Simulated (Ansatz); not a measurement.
# RuAu (Pm-3m) in Ansatz: notebook

One crystal, RuAu, is run at these levels: PBEsol; tasks: relaxation of cell and atoms.

Everything below comes from runs of Ansatz 0.2.0. Logs are shortened: lines on timing, memory, paths and dates and some standing lists are left out, and cuts for length are marked.

**1. The structure**

It takes space group Pm-3m (No. 221, cubic). The conventional cell has a = 3.165 Å, b = 3.165 Å, c = 3.165 Å, α = 90.00°, β = 90.00°, γ = 90.00°. Ru (site symmetry m-3m) has 8 Au at 2.74 Å as nearest neighbours. Around Au (site symmetry m-3m) lie 8 Ru at 2.74 Å.

The cell was built by a generator and needn't be a form met in nature.

**2. Relaxation of cell and atoms, PBEsol**

File input.yaml:

```yaml
crystal:
  lattice:
    - [3.16481, 0.0, 0.0]
    - [0.0, 3.16481, 0.0]
    - [0.0, 0.0, 3.16481]
  atoms:
    - { symbol: Ru, position: [0.0, 0.0, 0.0] }
    - { symbol: Au, position: [0.5, 0.5, 0.5] }
hamiltonian:
  xc: pbesol
  pseudopotentials: { kind: paw }
kpoints:
  mp_grid: { grid: [8, 8, 8] }
scf:
  occupations: { method: fermi_dirac, width: 0.05 }
output:
  forces: true
  stress: true
  eigenvalues: true
relax:
  f_tol: 0.01
  max_steps: 40
  cell: { stress_tol: 0.05 }
```

Potentials or basis: Ansatz PAW.

Command:

```
> ansatz run input.yaml --threads 2 --pin off --max-ram 5632MiB --backend cpu --events-out ev --progress --plain --runs-dir out
```

Log:

```text
Warning: RAYON_NUM_THREADS=2 ignored (pool sized by the plan → 2); use --threads N
Engine: ansatz 0.2.0, aarch64-unknown-linux-gnu
Pseudopotentials: kind: paw
Pseudopotential: Ru, paw, valence charge 16, recommended cutoff 420 eV (normal), Ru.paw.azcp
Pseudopotential: Au, paw, valence charge 19, recommended cutoff 420 eV (normal), Au.paw.azcp
Functional definition: PBEsol
  exchange = pbesol_x
  correlation = pbesol_c
Crystal: 2 atoms, lattice volume = 31.699 Å³
Basis set: ecut = 420 eV, 619 PW (Γ), exchange–correlation on 48×48×48 points (8 copies of the dense FFT grid, shifted against one another)
Bands: 22, of which v1, the nominal top of the filled ones, is band 18 counted from 1 (17 counted from 0)
Symmetry: 48 space group operations
Space group: Pm-3m (ITA 221), of the structure as read, at distance tolerance 3.2e-5 Å
k-points: 35 of 512
Non-local potential: Ru, projectors of the file, l = 0: 3, l = 1: 2, l = 2: 2, l = 3: 1
Non-local potential: Au, projectors of the file, l = 0: 3, l = 1: 2, l = 2: 2, l = 3: 1
PAW form: soft (Blöchl's): semilocal exchange-correlation on the pseudo side does not see the compensation charge
PAW frozen core: Ru, regenerated for the run's functional, and the local potential with it (the file was generated under x = pbe(κ = 0.804, μ = 0.2195149727645171), c = pbe(β = 0.06672455060314922))
PAW frozen core: Au, regenerated for the run's functional, and the local potential with it (the file was generated under x = pbe(κ = 0.804, μ = 0.2195149727645171), c = pbe(β = 0.06672455060314922))
PAW one-centre angular grid: Ru, 590 points (default); XC on 64 Gauss nodes
PAW one-centre angular grid: Au, 590 points (default); XC on 64 Gauss nodes
Initial density: superposition of atomic densities (neutral atoms: chi_scale 0, normalization atom), corrected by the library's trained network
Initial wavefunctions: pseudopotential atomic-orbital guess
Functional: x = pbesol(κ = 0.804, μ = 0.12345679012345678), c = pbesol(β = 0.046)
SCF iter   1: F=—  HF=-18822.361244 eV  |F-HF|=—  |Δ(HF+E_count)|=         —  Δρ=9.99e-3  dr2=3.32e-2  ethr=1.77e-3  ⟨swp⟩=4.6  Hψ=2925  notcnv=0
preconditioner: auto → none  [metal: Δε(μ)=0.056 eV  Ē_g=8.745 eV  σ=0.050 eV  W_gap=0.25  n_scr=6 (ndim 8)  ℏωp=28.7 eV  f_vac=0.000  D(μ)=3.13/eV (n_scr^D=32)  sad-step TF]
SCF iter   2: F=—  HF=-18822.358288 eV  |F-HF|=—  |Δ(HF+E_count)|=   2.96e-3  Δρ=5.86e-3  dr2=1.31e-2  ethr=9.49e-5  ⟨swp⟩=1.3  Hψ=1065  notcnv=0
SCF iter   3: F=—  HF=-18822.355810 eV  |F-HF|=—  |Δ(HF+E_count)|=   2.48e-3  Δρ=6.08e-4  dr2=1.03e-4  ethr=3.74e-5  ⟨swp⟩=2.1  Hψ=978  notcnv=0
SCF iter   4: F=—  HF=-18822.355798 eV  |F-HF|=—  |Δ(HF+E_count)|=   1.20e-5  Δρ=1.91e-4  dr2=8.71e-6  ethr=2.93e-7  ⟨swp⟩=2.2  Hψ=1322  notcnv=0
SCF iter   5: F=—  HF=-18822.355792 eV  |F-HF|=—  |Δ(HF+E_count)|=   6.05e-6  Δρ=3.78e-5  dr2=5.65e-7  ethr=2.49e-8  ⟨swp⟩=2.1  Hψ=1270  notcnv=0
SCF iter   6: F=-18822.355792 eV  HF=-18822.355792 eV  |F-HF|=4.00e-11  |Δ(HF+E_count)|=   5.47e-8  Δρ=3.30e-6  dr2=1.13e-9  ethr=2.86e-10  ⟨swp⟩=4.3  Hψ=2759  notcnv=0
SCF 1 converged in 6 iterations: F = -18822.355792 eV  dr2 = 1.13e-9
relax step   1: F+E_penalty+E_count = -18822.35579187 eV  Δ(F+E_penalty+E_count) = +0.000e0 eV  max|allowed force component| = 7.836e-29 eV/Å  Δτ_max = 0.0000 Å  P = -8.832 GPa  Ω = 31.699 Å³  (6 SCF iters, dr2 threshold 1.00e-7 eV, accepted)
Crystal: 2 atoms, lattice volume = 28.342 Å³
Basis set: ecut = 420 eV, 515 PW (Γ), exchange–correlation on 48×48×48 points (8 copies of the dense FFT grid, shifted against one another)
Initial density: handed on by an earlier stage of this run
Initial wavefunctions: those handed on with the density
iter 1 solved again at ethr=3.33e-4 eV; its pass at ethr=3.10e-3 eV (dr2=1.17e-1 eV) is discarded
SCF iter   1: F=—  HF=-18822.293016 eV  |F-HF|=—  |Δ(HF+E_count)|=         —  Δρ=1.65e-2  dr2=1.17e-1  ethr=3.33e-4  ⟨swp⟩=1.7  Hψ=4048  notcnv=0
preconditioner: auto → none  [metal: Δε(μ)=0.049 eV  Ē_g=9.728 eV  σ=0.050 eV  W_gap=0.24  n_scr=6 (ndim 8)  ℏωp=30.4 eV  f_vac=0.000  D(μ)=2.69/eV (n_scr^D=32)]
SCF iter   2: F=—  HF=-18822.271090 eV  |F-HF|=—  |Δ(HF+E_count)|=   2.19e-2  Δρ=5.53e-3  dr2=9.96e-3  ethr=3.33e-4  ⟨swp⟩=2.3  Hψ=1071  notcnv=0
[... 21 lines left out ...]
SCF iter   1: F=—  HF=-18822.392682 eV  |F-HF|=—  |Δ(HF+E_count)|=         —  Δρ=8.51e-4  dr2=3.42e-4  ethr=8.12e-7  ⟨swp⟩=2.2  Hψ=3846  notcnv=0
preconditioner: auto → none  [metal: Δε(μ)=0.070 eV  Ē_g=9.106 eV  σ=0.050 eV  W_gap=0.32  n_scr=6 (ndim 8)  ℏωp=29.3 eV  f_vac=0.000  D(μ)=2.95/eV (n_scr^D=32)]
SCF iter   2: F=—  HF=-18822.392630 eV  |F-HF|=—  |Δ(HF+E_count)|=   5.22e-5  Δρ=2.78e-4  dr2=2.59e-5  ethr=8.12e-7  ⟨swp⟩=2.3  Hψ=969  notcnv=0
SCF iter   3: F=—  HF=-18822.392620 eV  |F-HF|=—  |Δ(HF+E_count)|=   9.79e-6  Δρ=6.34e-5  dr2=1.20e-6  ethr=7.41e-8  ⟨swp⟩=1.1  Hψ=796  notcnv=0
iter 4 did not close the SCF: its close was put off for the readings that it lacked (scf_convergence_deferred on its scf_iter line)
SCF iter   4: F=-18822.392620 eV  HF=-18822.392620 eV  |F-HF|=6.04e-10  |Δ(HF+E_count)|=   2.70e-7  Δρ=1.07e-5  dr2=1.01e-8  ethr=3.42e-9  ⟨swp⟩=2.3  Hψ=1215  notcnv=0
iter 5 did not close the SCF: its close was put off for the readings that it lacked (scf_convergence_deferred on its scf_iter line)
SCF iter   5: F=-18822.392620 eV  HF=-18822.392620 eV  |F-HF|=3.89e-10  |Δ(HF+E_count)|=   1.95e-9  Δρ=2.23e-6  dr2=8.80e-10  ethr=2.88e-11  ⟨swp⟩=2.5  Hψ=1366  notcnv=0
SCF iter   6: F=-18822.392620 eV  HF=-18822.392620 eV  |F-HF|=7.28e-12  |Δ(HF+E_count)|=  7.64e-11  Δρ=1.28e-7  dr2=8.83e-13  ethr=2.51e-12  ⟨swp⟩=1.0  Hψ=1714  notcnv=0
SCF 4 converged in 6 iterations: F = -18822.392620 eV  dr2 = 8.83e-13
relax step   4: F+E_penalty+E_count = -18822.39262016 eV  Δ(F+E_penalty+E_count) = -8.354e-4 eV  max|allowed force component| = 1.381e-29 eV/Å  Δτ_max = 0.0000 Å  P = -0.023 GPa  Ω = 30.432 Å³  energy of the carried Pulay correction = +3.268e-4 eV  (6 SCF iters, dr2 threshold 2.00e-7 eV, accepted)
Initial wavefunctions: pseudopotential atomic-orbital guess (no wavefunctions were taken with the density)
iter 1 solved again at ethr=9.57e-9 eV; its pass at ethr=3.10e-3 eV (dr2=3.35e-6 eV) is discarded
SCF iter   1: F=—  HF=-18822.392243 eV  |F-HF|=—  |Δ(HF+E_count)|=         —  Δρ=9.36e-5  dr2=4.34e-7  ethr=9.57e-9  ⟨swp⟩=3.0  Hψ=5261  notcnv=0
preconditioner: auto → none  [metal: Δε(μ)=0.070 eV  Ē_g=9.111 eV  σ=0.050 eV  W_gap=0.32  n_scr=6 (ndim 8)  ℏωp=29.3 eV  f_vac=0.000  D(μ)=2.95/eV (n_scr^D=32)]
SCF iter   2: F=—  HF=-18822.392244 eV  |F-HF|=—  |Δ(HF+E_count)|=   6.80e-7  Δρ=4.32e-5  dr2=7.93e-8  ethr=1.24e-9  ⟨swp⟩=2.6  Hψ=1378  notcnv=0
SCF iter   3: F=—  HF=-18822.392244 eV  |F-HF|=—  |Δ(HF+E_count)|=   3.26e-8  Δρ=6.52e-6  dr2=3.23e-9  ethr=2.27e-10  ⟨swp⟩=2.2  Hψ=1369  notcnv=0
SCF iter   4: F=—  HF=-18822.392244 eV  |F-HF|=—  |Δ(HF+E_count)|=   1.15e-9  Δρ=1.22e-6  dr2=1.09e-10  ethr=9.23e-12  ⟨swp⟩=2.0  Hψ=1356  notcnv=0
iter 5 did not close the SCF: its close was put off for the readings that it lacked (scf_convergence_deferred on its scf_iter line)
SCF iter   5: F=-18822.392244 eV  HF=-18822.392244 eV  |F-HF|=3.64e-12  |Δ(HF+E_count)|=  9.09e-11  Δρ=1.09e-7  dr2=2.34e-12  ethr=1.00e-12  ⟨swp⟩=1.0  Hψ=770  notcnv=0
SCF iter   6: F=-18822.392244 eV  HF=-18822.392244 eV  |F-HF|=3.64e-12  |Δ(HF+E_count)|=  7.28e-12  Δρ=8.81e-9  dr2=2.17e-14  ethr=1.00e-12  ⟨swp⟩=3.2  Hψ=2886  notcnv=0
SCF 5 converged in 6 iterations: F = -18822.392244 eV  dr2 = 2.17e-14
relax step   5: F+E_penalty+E_count = -18822.39224388 eV  Δ(F+E_penalty+E_count) = +3.763e-4 eV  max|allowed force component| = 4.733e-30 eV/Å  Δτ_max = 0.0000 Å  P = -0.010 GPa  Ω = 30.432 Å³  stress off target by 9.65e-3 GPa  SCF on the basis re-selected at this cell (its energy is not comparable with the rows above)  (6 SCF iters)
basis re-selected at this cell: Δ(F+E_penalty+E_count) = +3.763e-4 eV, ΔP = +0.013 GPa vs the last step (what re-selecting the basis moved, of the pressure what is left beyond the Pulay correction that the steps carried, after the strain that the cell walked since its last selection, with what the two solves' SCF thresholds leave and, on support functions, any second-order correction that the steps lacked; it is no measure of the basis error at this ecutwfc). This SCF's stress stands 9.65e-3 GPa from its target on what of the cell is left free (relax.cell.stress_tol is 5.00e-2 GPa) and its largest allowed force component is 4.73e-30 eV/Å (relax.f_tol is 1.00e-2 eV/Å): within both
SCF converged after 6 iterations
Free energy (F): -18822.392244 eV
Harris-Foulkes:  -18822.392244 eV  (|F-HF|=3.64e-12)
Internal energy: -18822.367712 eV  (E = F + TS)
E sigma→0 (E₀):  -18822.379978 eV
Entropy (-TS):   -0.024531 eV (-12.266 meV/atom)
Fermi energy:    21.933934 eV
--- Per-component energies (eV) ---
  E_band       = -261.991013
  E_kinetic    = 1118.694568
  E_local      = -2939.004537  (includes V_loc(G=0)·N_el)
  E_nonlocal   = 422.291682
  E_hartree    = 1117.303196
  E_xc         = -416.148849
  E_vxc        = -513.426479  (∫ρ·V_xc dr)
  E_paw        = -12964.575530  (= ΣΔE_a)
  E_vpaw       = -585.153781  (= ΣTr[D̂ρ^β])
  E_aug_tail   = 0.001146  (compensation charges beyond the density's cutoff)
  E_ewald      = -5161.492164
  E_core_change = 0.562775  (= ΣΔE_core)
  E_smearing   = -0.024531  (= −TS)
  E_closure    = 0.000000  (closes the sum)
  Σ components = -18822.392244   (vs F -18822.392244, Δ=0.00e0)
--- Forces (eV/Å), atoms counted from 1 ---
  atom   1  Ru    -0.00000000     0.00000000    -0.00000000
  atom   2  Au    -0.00000000     0.00000000     0.00000000
  max |Σ_I F_I| component: 1.03e-29 eV/Å
--- Stress (GPa, compression-positive) ---
       -0.009648      -0.000000      -0.000000
        0.000000      -0.009648      -0.000000
       -0.000000      -0.000000      -0.009648
  P = ⅓ Tr σ = -0.0096 GPa (-0.096 kbar)
--- Band table (eV; the first three rows and the last of 35) ---
  k-point 0: bands = ["-84.0849", "-50.5896", "-35.4444", "-35.4444", "-35.4444", "-20.5522", "-20.5522", "-20.5522", "12.5724", "15.0056", "15.0056", "17.4390", "17.4390", "17.4390", "20.7424", "20.7424", "22.5260", "22.5260", "22.5260", "29.6043", "29.6043", "29.6043"]
  k-point 1: bands = ["-84.0848", "-50.5884", "-35.4506", "-35.4437", "-35.4437", "-20.5717", "-20.5515", "-20.5515", "12.8863", "15.1357", "15.2167", "17.4146", "17.4146", "17.5271", "20.5116", "20.8326", "22.0517", "22.0517", "22.3759", "28.2125", "30.4800", "30.4800"]
  k-point 2: bands = ["-84.0844", "-50.5857", "-35.4655", "-35.4421", "-35.4421", "-20.6185", "-20.5498", "-20.5498", "13.7494", "15.4983", "15.7805", "17.3690", "17.3690", "17.7626", "19.9120", "20.9923", "21.1325", "21.1325", "21.9937", "25.7511", "32.5939", "32.5939"]
  k-point 34: bands = ["-84.0816", "-50.5647", "-35.4809", "-35.4809", "-35.4809", "-20.6584", "-20.6584", "-20.6584", "16.1978", "16.1978", "16.1978", "18.1433", "18.1433", "18.1433", "19.1760", "19.1760", "22.4938", "22.4938", "25.4472", "30.7408", "31.0328", "31.0328"]
--- Relaxed structure (4 steps of the walk, 3 accepted, 1 SCFs on fresh bases) ---
  F+E_penalty+E_count = -18822.39224388 eV   max|allowed force component| = 4.733e-30 eV/Å   (the final SCF, on the basis selected at the relaxed cell)
  cell:  # Å, volume = 30.4320 Å³
    - [3.1220755488337577, 6.419766481290786e-35, -1.7654357823549661e-34]
    - [6.419766481290786e-35, 3.1220755488337577, 6.419766481290786e-35]
    - [-3.049389078613123e-34, 6.419766481290786e-35, 3.122075548833758]
  atoms:
    - { symbol: Ru, position: [-7.14896990822338e-47, 4.3239737348125293e-48, 4.612238650466697e-48] }
    - { symbol: Au, position: [0.5, 0.5, 0.49999999999999994] }
```

Run time: 4.6 s. Hardware: 2 threads of Arm Neoverse V1, shared host; peak memory 0.32 GiB.

What came out:

| Property | Result |
| --- | --- |
| Free energy | -18822.3922 eV |
| Relaxed volume | 15.22 Å³/atom |
| Relaxed cell | a = 3.122 Å, b = 3.122 Å, c = 3.122 Å, α = 90.00°, β = 90.00°, γ = 90.00° |
| Space group after relaxing (to 0.05 Å) | Pm-3m (No. 221) |
| Energy gained by relaxing | 18.2 meV/atom |
| Ionic steps | 4 |
| Pressure after relaxing | 0.0 GPa |
| Band gap on the k mesh | none (metal or under the smearing width) |

The path:
```csv
step,energy change (eV),largest force (eV/Å),volume (Å³)
1,0.0000,0.0000,31.70
2,-0.0360,0.0000,30.61
3,-0.0368,0.0000,30.43
4,-0.0365,0.0000,30.43
```

Final structure:
```yaml
crystal:
  lattice:
    - [3.12208, 0.00000, 0.00000]
    - [0.00000, 3.12208, 0.00000]
    - [0.00000, 0.00000, 3.12208]
  atoms:
    - { symbol: Ru, position: [0.00000, 0.00000, 0.00000] }
    - { symbol: Au, position: [0.50000, 0.50000, 0.50000] }
```

Caveat: the plane-wave basis is chosen anew once the cell has moved, so the energies of steps on either side of that aren't comparable; the PAW data sets come from PBE, with cores solved anew for the run's functional, which leaves a small shift of forces and pressure.

**3. Relaxation of cell and atoms, PBEsol, target pressure 2 GPa, at which the enthalpy is minimised**

Changes to input.yaml since step 2:

```diff
@@ -22,2 +22,2 @@
   max_steps: 40
-  cell: { stress_tol: 0.05 }
+  cell: { stress_tol: 0.05, p_target: 2.0 }
```

Potentials or basis: Ansatz PAW.

Command:

```
> ansatz run input.yaml --threads 2 --pin off --max-ram 5632MiB --backend cpu --events-out ev --progress --plain --runs-dir out
```

Log:

```text
Warning: RAYON_NUM_THREADS=2 ignored (pool sized by the plan → 2); use --threads N
Engine: ansatz 0.2.0, aarch64-unknown-linux-gnu
Pseudopotentials: kind: paw
Pseudopotential: Ru, paw, valence charge 16, recommended cutoff 420 eV (normal), Ru.paw.azcp
Pseudopotential: Au, paw, valence charge 19, recommended cutoff 420 eV (normal), Au.paw.azcp
Functional definition: PBEsol
  exchange = pbesol_x
  correlation = pbesol_c
Crystal: 2 atoms, lattice volume = 31.699 Å³
Basis set: ecut = 420 eV, 619 PW (Γ), exchange–correlation on 48×48×48 points (8 copies of the dense FFT grid, shifted against one another)
Bands: 22, of which v1, the nominal top of the filled ones, is band 18 counted from 1 (17 counted from 0)
Symmetry: 48 space group operations
[... 105 lines left out ...]
  P = ⅓ Tr σ = 1.9818 GPa (19.818 kbar)
--- Band table (eV; the first three rows and the last of 35) ---
  k-point 0: bands = ["-83.8846", "-50.3712", "-35.2450", "-35.2450", "-35.2450", "-20.3341", "-20.3341", "-20.3341", "12.7315", "15.1600", "15.1600", "17.6293", "17.6293", "17.6293", "20.9610", "20.9610", "22.7672", "22.7672", "22.7672", "29.8628", "29.8628", "29.8628"]
  k-point 1: bands = ["-83.8844", "-50.3700", "-35.2514", "-35.2443", "-35.2443", "-20.3542", "-20.3334", "-20.3334", "13.0479", "15.2916", "15.3740", "17.6049", "17.6049", "17.7188", "20.7259", "21.0526", "22.2847", "22.2847", "22.6143", "28.4723", "30.7493", "30.7493"]
  k-point 2: bands = ["-83.8840", "-50.3671", "-35.2669", "-35.2427", "-35.2427", "-20.4027", "-20.3317", "-20.3317", "13.9173", "15.6588", "15.9460", "17.5594", "17.5594", "17.9579", "20.1155", "21.2162", "21.3511", "21.3511", "22.2249", "26.0055", "32.8849", "32.8849"]
  k-point 34: bands = ["-83.8811", "-50.3452", "-35.2829", "-35.2829", "-35.2829", "-20.4439", "-20.4439", "-20.4439", "16.3775", "16.3775", "16.3775", "18.3254", "18.3254", "18.3254", "19.3934", "19.3934", "22.7300", "22.7300", "25.7132", "31.0358", "31.3196", "31.3196"]
--- Relaxed structure (4 steps of the walk, 3 accepted, 1 SCFs on fresh bases) ---
  F+E_penalty+E_count = -18822.39074242 eV   max|allowed force component| = 1.183e-30 eV/Å   (the final SCF, on the basis selected at the relaxed cell)
  cell:  # Å, volume = 30.1860 Å³
    - [3.1136425317812284, -3.5308715647099323e-34, -1.925929944387236e-34]
    - [-3.5308715647099323e-34, 3.1136425317812284, 0.0]
    - [-1.925929944387236e-34, 0.0, 3.1136425317812284]
  atoms:
    - { symbol: Ru, position: [-7.148969908223381e-47, 8.647947469625058e-49, -6.918357975700046e-48] }
    - { symbol: Au, position: [0.5, 0.5, 0.5] }
```

Run time: 4.5 s. Hardware: 2 threads of Arm Neoverse V1, shared host; peak memory 0.31 GiB.

What came out:

```yaml
Free_energy: -18822.3907 eV
Relaxed_volume: 15.09 Å³/atom
Relaxed_cell: a = 3.114 Å, b = 3.114 Å, c = 3.114 Å, α = 90.00°, β = 90.00°, γ = 90.00°
Space_group_after_relaxing_to_0.05_Å: Pm-3m (No. 221)
Energy_change_on_relaxing_the_enthalpy_is_what_falls: -17.5 meV/atom
Ionic_steps: 4
Pressure_after_relaxing: 2.0 GPa
Band_gap_on_the_k_mesh: none (metal or under the smearing width)
```

The path:
```tsv
step	energy change (eV)	largest force (eV/Å)	volume (Å³)
1	0.0000	0.0000	31.70
2	-0.0368	0.0000	30.45
3	-0.0354	0.0000	30.19
4	-0.0350	0.0000	30.19
```

Final structure:
```xyz
2
Lattice="3.1136 0.0000 0.0000 0.0000 3.1136 0.0000 0.0000 0.0000 3.1136" Properties=species:S:1:pos:R:3 pbc="T T T"
Ru    0.0000    0.0000    0.0000
Au    1.5568    1.5568    1.5568
```

Levels at points of the mesh, in eV from the Fermi level:
| k point | band 13 | band 14 | band 15 | band 16 | band 17 | band 18 | band 19 | band 20 | band 21 | band 22 |
| --- | --- | --- | --- | --- | --- | --- | --- | --- | --- | --- |
| (0.00, 0.00, 0.00) | -4.54 | -4.54 | -1.20 | -1.20 | 0.60 | 0.60 | 0.60 | 7.70 | 7.70 | 7.70 |
| (0.00, 0.00, -0.50) | -4.63 | -3.78 | -3.14 | -1.87 | -1.87 | -1.75 | -0.57 | 1.48 | 14.48 | 15.44 |
| (0.00, -0.50, -0.50) | -2.83 | -2.39 | -0.82 | 0.05 | 0.05 | 0.49 | 0.91 | 0.91 | 6.01 | 8.33 |
| (-0.50, -0.50, -0.50) | -3.84 | -3.84 | -2.77 | -2.77 | 0.57 | 0.57 | 3.55 | 8.87 | 9.15 | 9.15 |

Caveat: the plane-wave basis is chosen anew once the cell has moved, so the energies of steps on either side of that aren't comparable; the PAW data sets come from PBE, with cores solved anew for the run's functional, which leaves a small shift of forces and pressure. The run has no spin-orbit coupling, so splittings on Au are missing.
